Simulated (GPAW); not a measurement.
W3N4:

```
W N
1.0
     4.12200    0.00000    0.00000
     0.00000    4.12200    0.00000
     0.00000    0.00000    4.12200
W N
3 4
Direct
  0.50000 0.00000 0.50000
  0.00000 0.50000 0.50000
  0.50000 0.50000 0.00000
  0.00000 0.00000 0.50000
  0.00000 0.50000 0.00000
  0.50000 0.00000 0.00000
  0.50000 0.50000 0.50000
```

Base run:

```yaml
Program: GPAW 26.7.0
Functional: PBEsol
Potentials_or_basis: PAW data sets generated in the run's folder for this functional
Cutoff: 800 eV
Basis: pw
k_mesh: 7 × 7 × 7
Occupations: fermi-dirac, width 0.05 eV
Spin: no spin polarisation
```

Its results: pressure 15.7 GPa.

Q: The run is repeated on the same cell with these changes: k mesh from 7 × 7 × 7 to 5 × 5 × 5. What comes out?

A: Pressure 15.1 GPa.

Caveats: so large a pressure means that the cell lies far from this level's equilibrium, or that cutoff or potentials fall short (some runs).
